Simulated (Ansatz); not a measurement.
# C6H16F2N2Zr: basis-set convergence

One table from this session's results is given with a row withheld; the runs are named, their logs left out.

The runs use Ansatz 0.2.0, Gaussian basis; one geometry, several basis sets.

Levels to be run: PBE0-D4/def2-SVP; ωB97M-V/def2-SVP; PBE0-D4/def2-QZVPP; ωB97M-V/def2-QZVPP; the functionals' def2-TZVPP values are taken from earlier runs.

## The geometry

An earlier PBE0-D4 in a triple-zeta def2 set relaxation fixed the geometry. Zr takes the def2 core potential; no spin-orbit term is included.

27 atoms, charge 0, spin multiplicity 1.

Atoms are counted from 1 here; the program's logs count them from 0.

Bond lengths: C1–C2 1.521 Å, C1–H12 1.092 Å, C1–H13 1.093 Å, C1–H14 1.092 Å, C2–N3 1.452 Å, C2–H15 1.103 Å, C2–H16 1.101 Å, N3–C4 1.439 Å, N3–Zr5 2.019 Å, C4–H17 1.098 Å, C4–H18 1.092 Å, C4–H19 1.100 Å, Zr5–F6 1.929 Å, Zr5–F7 1.934 Å, Zr5–N8 2.027 Å, N8–C9 1.447 Å, N8–C10 1.444 Å, C9–H20 1.099 Å and more. Angles: C2–C1–H12 111.4°, C2–C1–H13 110.5°, C2–C1–H14 110.5°, H12–C1–H13 107.6°, H12–C1–H14 108.3°, H13–C1–H14 108.4°, C1–C2–N3 114.6°, C1–C2–H15 108.2°, C1–C2–H16 110.0°, N3–C2–H15 108.9°, N3–C2–H16 109.8°, H15–C2–H16 104.9°, C2–N3–C4 114.8°, C2–N3–Zr5 111.5°, C4–N3–Zr5 133.7°, N3–C4–H17 112.7°, N3–C4–H18 110.0°, N3–C4–H19 111.3° and more.

The first run:

in.yaml

```yaml
crystal:
  periodic: [false, false, false]
  atoms:
    - {symbol: C, position_ang: [0.699769, 1.702148, 2.960841]}
    - {symbol: C, position_ang: [-0.263966, 1.956464, 1.812234]}
    - {symbol: N, position_ang: [-0.513354, 0.803501, 0.966304]}
    - {symbol: C, position_ang: [-1.259638, -0.255040, 1.593883]}
    - {symbol: Zr, position_ang: [0.256998, 1.062498, -0.881626]}
    - {symbol: F, position_ang: [-0.639803, 2.561109, -1.701764]}
    - {symbol: F, position_ang: [2.147285, 1.405457, -0.659659]}
    - {symbol: N, position_ang: [-0.191215, -0.638778, -1.888138]}
    - {symbol: C, position_ang: [-1.326414, -0.663751, -2.784520]}
    - {symbol: C, position_ang: [0.500794, -1.904866, -1.825290]}
    - {symbol: C, position_ang: [1.649610, -1.884031, -0.836720]}
    - {symbol: H, position_ang: [0.308101, 0.952777, 3.651698]}
    - {symbol: H, position_ang: [0.868956, 2.619650, 3.529487]}
    - {symbol: H, position_ang: [1.661786, 1.350258, 2.581317]}
    - {symbol: H, position_ang: [0.146757, 2.771376, 1.192233]}
    - {symbol: H, position_ang: [-1.217141, 2.347892, 2.199527]}
    - {symbol: H, position_ang: [-0.715615, -0.722023, 2.425610]}
    - {symbol: H, position_ang: [-1.481803, -1.037269, 0.865686]}
    - {symbol: H, position_ang: [-2.215988, 0.112922, 1.993651]}
    - {symbol: H, position_ang: [-1.025044, -0.903636, -3.813599]}
    - {symbol: H, position_ang: [-2.067133, -1.413244, -2.472685]}
    - {symbol: H, position_ang: [-1.829725, 0.307965, -2.810322]}
    - {symbol: H, position_ang: [0.876570, -2.180433, -2.822986]}
    - {symbol: H, position_ang: [-0.212795, -2.694551, -1.541504]}
    - {symbol: H, position_ang: [1.298575, -1.642187, 0.172531]}
    - {symbol: H, position_ang: [2.412058, -1.152839, -1.118531]}
    - {symbol: H, position_ang: [2.132386, -2.861361, -0.787646]}
basis:
  gaussian: {orbitals: def2-SVP}
hamiltonian: {xc: pbe0, dispersion: d4}
output: {orbitals: {seedname: orbitals}}
```

Command:

```
$ ansatz run in.yaml --threads 11 --pin off --events-out ev --progress --plain --max-ram 120832MiB --backend cpu
```

Among the steps run: PBE0-D4 in def2-SVP; ωB97M-V in def2-SVP; PBE0-D4 in def2-QZVPP; ωB97M-V in def2-QZVPP.

One of the session's tables, all rows but one given; the rest of the session is left out.

| functional | basis | HOMO (eV) | LUMO (eV) |
| --- | --- | --- | --- |
| PBE0-D4 | def2-SVP | -6.40 | -0.13 |
| PBE0-D4 | def2-TZVPP | ? | ? |
| PBE0-D4 | def2-QZVPP | -6.48 | -0.24 |
| ωB97M-V | def2-SVP | -8.67 | 1.34 |
| ωB97M-V | def2-TZVPP | -8.74 | 1.06 |
| ωB97M-V | def2-QZVPP | -8.75 | 0.77 |

**Question.** Estimate the row for PBE0-D4, def2-TZVPP.

The run gave: HOMO (eV): -6.46; LUMO (eV): -0.22. In the column «HOMO (eV)» it lies between PBE0-D4, def2-QZVPP (-6.48) and PBE0-D4, def2-SVP (-6.40).
